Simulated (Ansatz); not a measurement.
Predict the output of the script below (Ansatz 0.2.0, Python API).

`methods.py`:
```python
'''One geometry of CH7Ge2N, method by method.'''

from pathlib import Path

import ansatz
from ase import Atoms
import numpy as np


def main() -> None:
    atoms = Atoms(['C', 'N', 'Ge', 'Ge', 'H', 'H', 'H', 'H', 'H', 'H', 'H'], positions=[
        [-1.3799, 1.0351, 1.337],
        [-1.5845, 0.71, 0.1129],
        [-0.6572, -0.6867, -0.6773],
        [1.6898, -0.2194, -0.6207],
        [-1.9358, 1.8566, 1.7748],
        [-0.6561, 0.5009, 1.9457],
        [-0.9402, -1.9986, 0.0982],
        [-1.1164, -0.8446, -2.1492],
        [1.9725, 1.0885, -1.4027],
        [2.1417, -0.0489, 0.8522],
        [2.466, -1.3929, -1.271],
    ])
    molecule = ansatz.Crystal.molecule_from_ase(atoms)

    setup = molecule.calculation().basis(gaussian='def2-SVP')

    print('functional    E (Ha)        dipole (D)   HOMO (eV)  LUMO (eV)')
    for name in ['b3lyp', 'hse06', 'r2scan', 'lc_wpbe', 'cam_b3lyp']:
        summary = setup.functional(name).forces().orbitals().run(runs_dir='runs').report
        lines = Path(summary['orbitals_path']).read_text().splitlines()
        field_of = lambda key: [line.split('=')[1].strip() for line in lines if line.startswith(key)]
        orbitals = [(27.211386 * float(e), s, float(n)) for e, s, n in zip(field_of('Ene='), field_of('Spin='), field_of('Occup='))]
        homo = max(e for e, _, n in orbitals if n > 0.5)
        lumo = min(e for e, _, n in orbitals if n < 0.5)
        dipole = 4.803205 * np.linalg.norm(summary['charge_distribution']['dipole_moment_e_ang'])
        print(f'{name:10s} {summary["free_energy_ev"] / 27.211386246:14.6f} {dipole:9.3f} {homo:11.3f} {lumo:10.3f}')


if __name__ == '__main__':
    main()
```

```console
$ python methods.py
functional    E (Ha)        dipole (D)   HOMO (eV)  LUMO (eV)
b3lyp        -4250.541199     1.322      -6.581     -1.121
hse06        -4249.801948     1.375      -6.444     -1.306
r2scan       -4250.377188     1.344      -5.757     -1.840
lc_wpbe      -4249.839206     1.457      -9.484      1.533
cam_b3lyp    -4250.630343     1.377      -8.143      0.354
```

Reading the output:
- Total energies depend on the basis set; only differences at equal settings carry meaning.
- The geometry is a force-field or estimated start, not a minimum of this method, and the basis set is short of its limit. A lower total doesn't mark the better method: functionals have no common bound, and MP2 and coupled cluster aren't variational.
- b3lyp holds the VWN-RPA fit, as in Gaussian; the form of ORCA and Turbomole is b3lyp5.
- Levels such as HOMO and LUMO are orbital energies: with these approximate functionals they aren't the ionisation energy and electron affinity, and their gap isn't the fundamental gap.
- hse06 follows the composition of plane-wave codes, whose totals differ by tens of mHa, up to about 0.1 Ha, from the form usual in Gaussian-basis programs (wpbeh).
- Wall time of the script: 37 s on 1 thread of Arm Neoverse V2 (shared host), peak memory 0.46 GiB.
